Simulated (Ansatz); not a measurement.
NbPd4:

```xyz
5
Lattice="1.4176 0.8185 11.4953 -1.4176 0.8185 11.4953 0.0000 -1.6369 11.4953" Properties=species:S:1:pos:R:3 pbc="T T T"
Pd    0.0000    0.0000   20.7129
Pd    0.0000    0.0000    6.8943
Pd    0.0000    0.0000   27.5915
Pd    0.0000    0.0000   13.7729
Nb    0.0000    0.0000    0.0000
```

The cell comes from a database or a generator and needn't be the stable form of this composition.

```yaml
Program: Ansatz 0.2.0
Task: relaxation of cell and atoms
Functional: PBEsol
Potentials_or_basis: Ansatz PAW earlier set
Cutoff: "708 eV (not typed: the program's choice for these potentials)"
k_mesh: 11 × 11 × 11
Occupations: fermi-dirac, width 0.05 eV
Spin: no spin polarisation
```

At the start: volume 16.00 Å³/atom.

Question: Where does the relaxation end?

Answer: It ends after 5 steps and the volume is 15.08 Å³/atom (-5.8 %); space group R-3m (No. 166, to 0.05 Å).

Step by step:
| step | energy change (eV) | largest force (eV/Å) | volume (Å³) |
| --- | --- | --- | --- |
| 1 | 0.0000 | 0.0849 | 80.02 |
| 2 | -0.1509 | 0.0162 | 76.17 |
| 3 | -0.1556 | 0.0070 | 75.29 |
| 4 | -0.1557 | 0.0019 | 75.40 |
| 5 | -0.1556 | 0.0019 | 75.40 |

Final structure:
```
Pd Nb
1.0
     1.38752    0.80109   11.30543
    -1.38752    0.80109   11.30543
     0.00000   -1.60217   11.30543
Pd Nb
4 1
Direct
  0.60036 0.60036 0.60036
  0.19990 0.19990 0.19990
  0.80010 0.80010 0.80010
  0.39964 0.39964 0.39964
  0.00000 0.00000 0.00000
```

Caveat: the plane-wave basis is chosen anew once the cell has moved, so the energies of steps on either side of that aren't comparable; the PAW data sets come from PBE, with cores solved anew for the run's functional, which leaves a small shift of forces and pressure.
